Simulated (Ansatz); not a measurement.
# KSi3I: the cost of one run

Program: Ansatz 0.2.0. Level of theory: DFT PBE, scalar-relativistic, plane waves, PAW. These are calculated values, not measurements.

## 1. The structure to begin with

The structure is cubic, space group Pm-3m (No. 221). Conventional cell: a = 5.486 Å, b = 5.486 Å, c = 5.486 Å, α = 90.00°, β = 90.00°, γ = 90.00°. K (site symmetry m-3m) has 12 Si at 3.88 Å as nearest neighbours. Si (site symmetry 4/mmm) is surrounded by 2 I at 2.74 Å and 4 K at 3.88 Å and 8 Si at 3.88 Å. Around I (site symmetry m-3m) lie 6 Si at 2.74 Å.

Coordinates:

```
K Si I
1.0
     5.48608    0.00000    0.00000
     0.00000    5.48608    0.00000
     0.00000    0.00000    5.48608
K Si I
1 3 1
Direct
  0.00000 0.00000 0.00000
  0.00000 0.50000 0.50000
  0.50000 0.00000 0.50000
  0.50000 0.50000 0.00000
  0.50000 0.50000 0.50000
```

It is the end of an earlier relaxation with the same method, from a generated guess; it needn't be the stable form of this composition. At a tolerance of 0.05 Å it has space group Pm-3m (No. 221); it has 33.02 Å³/atom, an uncorrected energy of +1.20 eV/atom over the elements.

## 2. Bands, states and charges

The input, input.yaml:

```yaml
crystal:
  lattice:
    - [5.4860769974, 0.0, 0.0]
    - [0.0, 5.4860769974, 0.0]
    - [0.0, 0.0, 5.4860769974]
  atoms:
    - { symbol: K, position: [0.0, 0.0, 0.0] }
    - { symbol: Si, position: [0.0, 0.5, 0.5] }
    - { symbol: Si, position: [0.5, 0.0, 0.5] }
    - { symbol: Si, position: [0.5, 0.5, 0.0] }
    - { symbol: I, position: [0.5, 0.5, 0.5] }
basis:
  ecutwfc: 420
kpoints:
  mp_grid: { grid: [8, 8, 8] }
  band_path:
    path:
      - [[0.0, 0.0, 0.0], [0.0, 0.5, 0.0], [0.5, 0.5, 0.0], [0.0, 0.0, 0.0], [0.5, 0.5, 0.5], [0.0, 0.5, 0.0]]
      - [[0.5, 0.5, 0.5], [0.5, 0.5, 0.0]]
    npoints: 14
hamiltonian:
  xc: pbe
scf:
  occupations: { method: gaussian, width: 0.1 }
  n_extra_bands: 12
output:
  forces: true
  stress: true
  eigenvalues: true
  populations: true
  dos: { projected: true, de: 0.02, nscf_kmesh: { grid: [10, 10, 10] } }
  bader: true
  write_density: true
  write_potential: true
  elf: true
  volumetric_format: npy
```

Launch:

```sh
ansatz run input.yaml --threads 1 --pin off --max-ram 2048MiB --backend cpu --events-out ev --progress --plain --runs-dir out
```

**Question.** How long does this run take on 1 thread of Arm Neoverse V1, shared host, and how much memory does it need?

About 73 s, with a peak of 0.53 GiB.
